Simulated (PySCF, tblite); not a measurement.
**C₂H₉NSSi₂: geometry, infrared bands and NMR shifts**

Wanted: the infrared bands and NMR shifts of C₂H₉NSSi₂ (`C=CS[SiH2]N[SiH3]`), by calculation.

The runs use tblite 0.8.0 and PySCF 2.14.0, with density-fitted response routines of our own; the level of theory stands in each step. All values are computed, except where a source is named. Atoms are numbered from 0 throughout.

## Step 1: The starting structure

15 atoms, charge 0, multiplicity 1; geometry from: force field or distance geometry start.

Bonds of the start (Å): C0–C1 1.34, C1–S2 1.82, S2–Si3 2.16, Si3–N4 1.75, N4–Si5 1.77, C0–H6 1.11, C0–H7 1.09, C1–H8 1.06, Si3–H9 1.48, Si3–H10 1.47, N4–H11 1.03, Si5–H12 1.49, Si5–H13 1.48, Si5–H14 1.49.

## Step 2: Optimising the geometry with GFN2-xTB

Job settings and geometry (Å):

```
{"job": {"kind": "relax", "xc": "GFN2-xTB", "basis": "xTB"}, "charge": 0, "multiplicity": 1}
C     -2.696500     1.266800    -0.098100
C     -2.987500    -0.006600     0.200700
S     -1.705800    -1.200700    -0.297400
Si     0.154100    -0.622100     0.628300
N      1.299400    -0.329200    -0.660700
Si     2.971100    -0.103300    -0.127400
H     -3.414900     2.075300     0.168100
H     -1.778200     1.552100    -0.609000
H     -3.872000    -0.301300     0.715000
H      0.631400    -1.793500     1.405000
H     -0.046600     0.510100     1.548900
H      1.162600    -1.021900    -1.413200
H      3.019200    -0.316700     1.347300
H      3.896600    -1.003000    -0.849100
H      3.362700     1.301900    -0.444500
```

Launch:

```console
OMP_NUM_THREADS=1 python probes_run.py task.json out
```

This one command runs all jobs of the session in turn.

**Question.** This job is followed by: GFN2-xTB harmonic vibrations, gas phase; GIAO PBE0/pcSseg-1 NMR shielding, non-relativistic, gas phase. What will the session give for the following? strongest single infrared mode (GFN2-xTB); zero-point energy (GFN2-xTB); ¹³C shifts against TMS (PBE0/pcSseg-1); ¹H shifts against TMS (PBE0/pcSseg-1, means over atoms taken as alike); ³³S shifts against CS2 (PBE0/pcSseg-1); ²⁹Si shifts against TMS (PBE0/pcSseg-1); ¹⁵N shifts against NH3 (PBE0/pcSseg-1).

As calculated:

| quantity | value |
| --- | --- |
| strongest single infrared mode (GFN2-xTB) | 816 cm⁻¹, 386 km/mol |
| zero-point energy (GFN2-xTB) | 62.2 kcal/mol |
| ¹³C shifts against TMS (PBE0/pcSseg-1) | 138.4, 119.4 ppm |
| ¹H shifts against TMS (PBE0/pcSseg-1, means over atoms taken as alike) | 6.41, 5.69, 5.54, 5.32, 4.75, -0.59 ppm |
| ³³S shifts against CS2 (PBE0/pcSseg-1) | -43 ppm |
| ²⁹Si shifts against TMS (PBE0/pcSseg-1) | -32.5, -57.5 ppm |
| ¹⁵N shifts against NH3 (PBE0/pcSseg-1) | 3.9 ppm |

**Reading.** The optimisation took 179 steps and gained 0.560 eV; among the close pairs (by a distance rule), C1–S2 changed most, from 1.821 to 1.753 Å. The lowest mode is imaginary (47i cm⁻¹), so the xTB geometry is not a minimum. The strongest single mode, at 816 cm⁻¹, is carried by H14, H13, Si5, H12. Unscaled tight-binding wavenumbers are off by several per cent, some by more. Its intensities can rank the bands wrongly. C1 (alkene CH) lies farthest downfield among carbon, at 138.4 ppm; the olefinic region. The most deshielded hydrogen is H8 (hydrogen on an alkene CH), at 6.41 ppm: a vinylic proton, deshielded by the sp2 carbon and the C=C anisotropy. At PBE0/pcSseg-1: Shielding is most anisotropic at S2 (span 326 ppm, paramagnetic term -512 ppm).
